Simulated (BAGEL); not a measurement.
# CH6ClSi2 (SMILES C[Si]([SiH3])Cl) at 3 levels

Aim: a comparison of 3 runs (UHF/STO-3G, UHF/6-31G*, ROHF/def2-SVP) of CH6ClSi2. 

The calculation is run with BAGEL 1.2.2.

## 1. Starting point

CH6ClSi2: 10 atoms, total charge 0, spin state doublet. SMILES: `C[Si]([SiH3])Cl`. The C1–H6 distance was set to 1.641 Å, away from the relaxed value. At this shape a bond of the SMILES string is far longer than usual.

Bond lengths: C1–Si2 1.872 Å, Si2–Si3 2.338 Å, Si2–Cl4 2.073 Å, C1–H5 1.093 Å, C1–H7 1.092 Å, Si3–H8 1.485 Å, Si3–H9 1.490 Å, Si3–H10 1.489 Å. Some angles: C1–Si2–Si3 115.2°, C1–Si2–Cl4 108.2°, Si3–Si2–Cl4 108.6°, Si2–C1–H5 110.0°, Si2–C1–H7 110.6°, Si2–Si3–H8 109.0°, Si2–Si3–H9 112.4°, Si2–Si3–H10 108.4°, H5–C1–H7 108.6°, H8–Si3–H9 109.1°. A long bond or contact: C1–H6 1.641 Å.

## 2. The energy at UHF/STO-3G (density fitting with cc-pvqz-jkfit) (run 1)

File job.json:

```json
{ "bagel": [

{
  "title": "molecule",
  "basis": "sto-3g",
  "df_basis": "cc-pvqz-jkfit",
  "angstrom": true,
  "geometry": [
    { "atom": "C", "xyz": [      -0.614648,       1.223448,      -1.243355 ] },
    { "atom": "Si", "xyz": [      -0.190448,      -0.599852,      -1.229755 ] },
    { "atom": "Si", "xyz": [       1.456452,      -1.226352,       0.307045 ] },
    { "atom": "Cl", "xyz": [      -1.920148,      -1.665052,      -0.814355 ] },
    { "atom": "H", "xyz": [       0.281652,       1.813748,      -1.449355 ] },
    { "atom": "H", "xyz": [      -1.223500,       1.680800,       0.209700 ] },
    { "atom": "H", "xyz": [      -1.358648,       1.439648,      -2.012655 ] },
    { "atom": "H", "xyz": [       1.693452,      -2.688052,       0.192045 ] },
    { "atom": "H", "xyz": [       1.074352,      -0.903352,       1.710745 ] },
    { "atom": "H", "xyz": [       2.711152,      -0.498252,      -0.026555 ] }
  ]
},

{
  "title": "uhf",
  "nopen": 1
},

{
  "title": "print",
  "file": "orbitals.molden",
  "orbitals": true
}

]}
```

The run is started by

```sh
$ BAGEL_NUM_THREADS=1 BAGEL job.json > job.out
```

Standard output:

```text
* using 1 threads per process

  ===============================================================
  ===============================================================

  *** Geometry ***

  { "atom" : "C", "xyz" : [     -1.161516,      2.311982,     -2.349600 ] },
  { "atom" : "Si", "xyz" : [     -0.359895,     -1.133556,     -2.323900 ] },
  { "atom" : "Si", "xyz" : [      2.752295,     -2.317469,      0.580231 ] },
  { "atom" : "Cl", "xyz" : [     -3.628554,     -3.146492,     -1.538908 ] },
  { "atom" : "H", "xyz" : [      0.532245,      3.427487,     -2.738884 ] },
  { "atom" : "H", "xyz" : [     -2.312080,      3.176252,      0.396276 ] },
  { "atom" : "H", "xyz" : [     -2.567473,      2.720540,     -3.803367 ] },
  { "atom" : "H", "xyz" : [      3.200160,     -5.079682,      0.362912 ] },
  { "atom" : "H", "xyz" : [      2.030231,     -1.707088,      3.232840 ] },
  { "atom" : "H", "xyz" : [      5.123335,     -0.941560,     -0.050182 ] },

  Number of auxiliary basis functions:      856

  Since a DF basis is specified, we compute 2- and 3-index integrals:
    o Being stored without compression. Storage requirement is 0.010 GB

  Number of basis functions:       38
  Number of electrons      :       57

    * METHOD: MOLECULE                             0.62

  *** Open-shell HF ***

  === Nuclear Repulsion ===
   255.6023336081

      * DIIS with orbital gradients will be used.

  === UHF iteration (sto-3g) ===
      0      -1066.53124389          0.01614682           0.10
      1      -1066.59792140          0.00444314           0.10
      2      -1066.60481934          0.00167931           0.10
      3      -1066.60657080          0.00077535           0.10
      4      -1066.60753716          0.00026035           0.10
      5      -1066.60819072          0.00018771           0.10
      6      -1066.60900628          0.00017371           0.10
      7      -1066.61013647          0.00016670           0.10
      8      -1066.61319561          0.00012725           0.10
      9      -1066.61263565          0.00009805           0.10
     10      -1066.61322139          0.00001627           0.10
     11      -1066.61320045          0.00002884           0.12
     12      -1066.61322404          0.00001225           0.11
     13      -1066.61322847          0.00000248           0.10
     14      -1066.61322854          0.00000135           0.10
     15      -1066.61322856          0.00000039           0.10
     16      -1066.61322856          0.00000015           0.10
     17      -1066.61322856          0.00000004           0.11
     18      -1066.61322856          0.00000001           0.10
     19      -1066.61322856          0.00000001           0.10
    * SCF iteration converged.

    * S^2 (UHF) is 1.0016

    * Permanent dipole moment:
           (   -1.160543,    -0.561400,     0.408597) a.u.

    * METHOD: UHF                                  2.21

    * METHOD: PRINT                                0.00

  ===============================================================
```

Wall time 3.3 s (1 thread of Intel Xeon 6975P-C (Granite Rapids), shared host); peak memory 0.1 GiB.

## 3. The energy at UHF/6-31G(d) (density fitting with cc-pvqz-jkfit, spherical functions) (run 2)

File input.json:

```json
{ "bagel" : [

{
  "title" : "molecule",
  "basis" : "6-31gs.json",
  "df_basis" : "cc-pvqz-jkfit",
  "angstrom" : "true",
  "geometry" : [
    { "atom" : "C", "xyz" : [   -0.614648,    1.223448,   -1.243355 ] },
    { "atom" : "Si", "xyz" : [   -0.190448,   -0.599852,   -1.229755 ] },
    { "atom" : "Si", "xyz" : [    1.456452,   -1.226352,    0.307045 ] },
    { "atom" : "Cl", "xyz" : [   -1.920148,   -1.665052,   -0.814355 ] },
    { "atom" : "H", "xyz" : [    0.281652,    1.813748,   -1.449355 ] },
    { "atom" : "H", "xyz" : [   -1.223500,    1.680800,    0.209700 ] },
    { "atom" : "H", "xyz" : [   -1.358648,    1.439648,   -2.012655 ] },
    { "atom" : "H", "xyz" : [    1.693452,   -2.688052,    0.192045 ] },
    { "atom" : "H", "xyz" : [    1.074352,   -0.903352,    1.710745 ] },
    { "atom" : "H", "xyz" : [    2.711152,   -0.498252,   -0.026555 ] }
  ]
},
{
  "title" : "uhf",
  "nopen" : 1
},
{
  "title" : "print",
  "file" : "orbitals.molden",
  "orbitals" : "true"
}

]}
```

The basis set 6-31G* is read from a file made from the Basis Set Exchange's data (not shown).

The run is started by

```sh
$ BAGEL_NUM_THREADS=1 BAGEL input.json > input.out
```

Standard output:

```text
* using 1 threads per process

  ===============================================================
  ===============================================================

  *** Geometry ***

  { "atom" : "C", "xyz" : [     -1.161516,      2.311982,     -2.349600 ] },
  { "atom" : "Si", "xyz" : [     -0.359895,     -1.133556,     -2.323900 ] },
  { "atom" : "Si", "xyz" : [      2.752295,     -2.317469,      0.580231 ] },
  { "atom" : "Cl", "xyz" : [     -3.628554,     -3.146492,     -1.538908 ] },
  { "atom" : "H", "xyz" : [      0.532245,      3.427487,     -2.738884 ] },
  { "atom" : "H", "xyz" : [     -2.312080,      3.176252,      0.396276 ] },
  { "atom" : "H", "xyz" : [     -2.567473,      2.720540,     -3.803367 ] },
  { "atom" : "H", "xyz" : [      3.200160,     -5.079682,      0.362912 ] },
  { "atom" : "H", "xyz" : [      2.030231,     -1.707088,      3.232840 ] },
  { "atom" : "H", "xyz" : [      5.123335,     -0.941560,     -0.050182 ] },

  Number of auxiliary basis functions:      856

  Since a DF basis is specified, we compute 2- and 3-index integrals:
    o Being stored without compression. Storage requirement is 0.044 GB

  Number of basis functions:       80
  Number of electrons      :       57

    * METHOD: MOLECULE                             0.65

  *** Open-shell HF ***

  === Nuclear Repulsion ===
   255.6023336081

      * DIIS with orbital gradients will be used.

  === UHF iteration (6-31gs.json) ===
      0      -1078.48590193          0.02170417           0.28
      1      -1078.58545914          0.00955593           0.24
      2      -1078.60311355          0.00438015           0.24
      3      -1078.60703978          0.00112350           0.24
      4      -1078.60808456          0.00034474           0.26
      5      -1078.60830295          0.00014934           0.25
[... 15 lines of this table left out ...]
     21      -1078.60952283          0.00000001           0.24
     22      -1078.60952283          0.00000000           0.24
    * SCF iteration converged.

    * S^2 (UHF) is 0.8741

    * Permanent dipole moment:
           (   -0.709599,    -0.542332,     0.287477) a.u.

    * METHOD: UHF                                  5.82

    * METHOD: PRINT                                0.01

  ===============================================================
```

Run time: 6.9 s. Hardware: 1 thread of Intel Xeon 6975P-C (Granite Rapids), shared host; peak memory 0.19 GiB.

## 4. A single-point energy at ROHF/def2-SVP (density fitting with cc-pvqz-jkfit) (run 3)

File input.json:

```json
{ "bagel": [

{
  "title": "molecule",
  "basis": "svp",
  "df_basis": "cc-pvqz-jkfit",
  "angstrom": true,
  "geometry": [
    { "atom": "C", "xyz": [      -0.614648,       1.223448,      -1.243355 ] },
    { "atom": "Si", "xyz": [      -0.190448,      -0.599852,      -1.229755 ] },
    { "atom": "Si", "xyz": [       1.456452,      -1.226352,       0.307045 ] },
    { "atom": "Cl", "xyz": [      -1.920148,      -1.665052,      -0.814355 ] },
    { "atom": "H", "xyz": [       0.281652,       1.813748,      -1.449355 ] },
    { "atom": "H", "xyz": [      -1.223500,       1.680800,       0.209700 ] },
    { "atom": "H", "xyz": [      -1.358648,       1.439648,      -2.012655 ] },
    { "atom": "H", "xyz": [       1.693452,      -2.688052,       0.192045 ] },
    { "atom": "H", "xyz": [       1.074352,      -0.903352,       1.710745 ] },
    { "atom": "H", "xyz": [       2.711152,      -0.498252,      -0.026555 ] }
  ]
},

{
  "title": "rohf",
  "nopen": 1
},

{
  "title": "print",
  "file": "orbitals.molden",
  "orbitals": true
}

]}
```

The run is started by

```sh
$ BAGEL_NUM_THREADS=1 BAGEL input.json > input.out
```

Standard output:

```text
* using 1 threads per process

  ===============================================================
  ===============================================================

  *** Geometry ***

  { "atom" : "C", "xyz" : [     -1.161516,      2.311982,     -2.349600 ] },
  { "atom" : "Si", "xyz" : [     -0.359895,     -1.133556,     -2.323900 ] },
  { "atom" : "Si", "xyz" : [      2.752295,     -2.317469,      0.580231 ] },
  { "atom" : "Cl", "xyz" : [     -3.628554,     -3.146492,     -1.538908 ] },
  { "atom" : "H", "xyz" : [      0.532245,      3.427487,     -2.738884 ] },
  { "atom" : "H", "xyz" : [     -2.312080,      3.176252,      0.396276 ] },
  { "atom" : "H", "xyz" : [     -2.567473,      2.720540,     -3.803367 ] },
  { "atom" : "H", "xyz" : [      3.200160,     -5.079682,      0.362912 ] },
  { "atom" : "H", "xyz" : [      2.030231,     -1.707088,      3.232840 ] },
  { "atom" : "H", "xyz" : [      5.123335,     -0.941560,     -0.050182 ] },

  Number of auxiliary basis functions:      856

  Since a DF basis is specified, we compute 2- and 3-index integrals:
    o Being stored without compression. Storage requirement is 0.066 GB

  Number of basis functions:       98
  Number of electrons      :       57

    * METHOD: MOLECULE                             0.64

  *** Open-shell HF ***

  === Nuclear Repulsion ===
   255.6023336081

      * DIIS with orbital gradients will be used.

  === ROHF iteration (svp) ===
      0      -1078.16446104          0.02147646           0.33
      1      -1078.27280584          0.01121606           0.31
      2      -1078.29642916          0.00550915           0.31
      3      -1078.30351772          0.00125233           0.33
      4      -1078.30486526          0.00043268           0.31
      5      -1078.30518454          0.00019406           0.31
      6      -1078.30524983          0.00004553           0.31
      7      -1078.30529918          0.00001616           0.31
      8      -1078.30530801          0.00000535           0.32
      9      -1078.30530985          0.00000189           0.31
     10      -1078.30531034          0.00000094           0.31
     11      -1078.30531051          0.00000038           0.31
     12      -1078.30531051          0.00000015           0.31
     13      -1078.30531053          0.00000007           0.31
     14      -1078.30531053          0.00000002           0.31
     15      -1078.30531054          0.00000001           0.31
     16      -1078.30531054          0.00000000           0.30
    * SCF iteration converged.

    * S^2 (ROHF) is 0.7500

    * Permanent dipole moment:
           (   -0.537928,    -0.471349,     0.266565) a.u.

    * METHOD: ROHF                                 5.61

    * METHOD: PRINT                                0.01

  ===============================================================
```

It took 6.6 s on 1 thread of Intel Xeon 6975P-C (Granite Rapids), shared host; peak memory 0.23 GiB.

## 5. Overview of the runs

| run | level | energy (Eh) | dipole moment (D) | ⟨S²⟩ | wall time |
| --- | --- | --- | --- | --- | --- |
| 1 | UHF/STO-3G (density fitting with cc-pvqz-jkfit) | -1066.613229 | 3.44 | 1.002 | 3.3 s |
| 2 | UHF/6-31G* (density fitting with cc-pvqz-jkfit, spherical functions) | -1078.609523 | 2.38 | 0.874 | 6.9 s |
| 3 | ROHF/def2-SVP (density fitting with cc-pvqz-jkfit) | -1078.305311 | 1.94 | 0.750 | 6.6 s |

## 6. Summary of results

```
            quantity           value
 run 3: total energy  -1078.30531 Eh
run 3: dipole moment          1.94 D
         run 3: ⟨S²⟩           0.750
```

What this shows: The dipole moment (its size) runs from 1.94 D (ROHF/def2-SVP) to 3.44 D (UHF/STO-3G). The two ends differ in method and basis. In run 1 the basis is minimal, so the values are rough. Spin contamination of the reference: run 1 ⟨S²⟩ = 1.00, run 2 ⟨S²⟩ = 0.87. All runs together took 17 s, the longest 6.9 s.
